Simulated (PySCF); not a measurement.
**The bond of YbCl, level by level**

The task here is to estimate one member of a computed series from the others.

Program: PySCF 2.14.0. Level of theory: Yb x2c-TZVPall, Cl x2c-TZVPall, spin-free X2C with a Gaussian nucleus. These are calculated values, not measurements.

1 further run of the same task is left out (it didn't finish).

The first run:

The job is set up so:

```yaml
atoms: Yb, Cl
charge: 0
basis: Yb x2c-TZVPall, Cl x2c-TZVPall
Hamiltonian: spin-free X2C with a Gaussian nucleus
basis_functions: 141
electrons_treated: 87
masses_in_u: 173.9389, 34.9689
levels: PBE0, PBE, r²SCAN, r²SCAN0, M06, CAM-B3LYP, HF, MP2, SCS-MP2
grid: 80 radial by 434 angular points
occupations: held fixed by the projection of orbital angular momentum
dissociation_limit: Yb + Cl, each in its ground configuration
starting_distance_in_angstrom: 2.465
values_of_2S_to_try: 1, 3
```

Run with:

```
$ OMP_NUM_THREADS=4 python dia.py task.json out
```

Steps of the session up to this table: Input; PBE0 along the bond; PBE; r²SCAN (meta-GGA); r²SCAN0 (hybrid meta-GGA); M06; CAM-B3LYP (range-separated hybrid); UHF (mean field).

One of the session's tables, all rows but one given; the rest of the session is left out.

Energy (eV) from each level's lowest point:

```
R (Å)    UHF  UHF-MP2  UHF-SCS-MP2    PBE  r²SCAN
2.140  1.377    0.721        0.858  0.686   0.680
2.239  0.709    0.286        0.372  0.271   0.264
2.339  0.304    0.066        0.111  0.061   0.057
2.413  0.127    0.001        0.022  0.001   0.000
2.488  0.032    0.000        0.000  0.000   0.005
2.563  0.000    0.045        0.028  0.044   0.056
2.662  0.029    0.157        0.121  0.153   0.174
2.787      ?        ?            ?      ?       ?
2.936  0.353    0.625        0.556  0.601   0.655
3.135  0.687    1.016        0.933  0.969   1.051
```

Q: Estimate the row for R (Å) = 2.787 from the others.

Worked estimate for «UHF». A straight line through the neighbours (2.662, 0.029) and (2.936, 0.353) gives 0.029 + (0.353 − 0.029) × (2.787 − 2.662) / (2.936 − 2.662) = 0.177; a parabola fitted to 4 rows on both sides gives 0.155.

The run gave: UHF: 0.145; UHF-MP2: 0.351; UHF-SCS-MP2: 0.297; PBE: 0.339; r²SCAN: 0.375. In «UHF» the line misses by +0.032 and the parabola by +0.010.

To keep in mind: The state is the lowest single determinant that the PBE0 search found; with open d or f shells the true ground state can be another one.
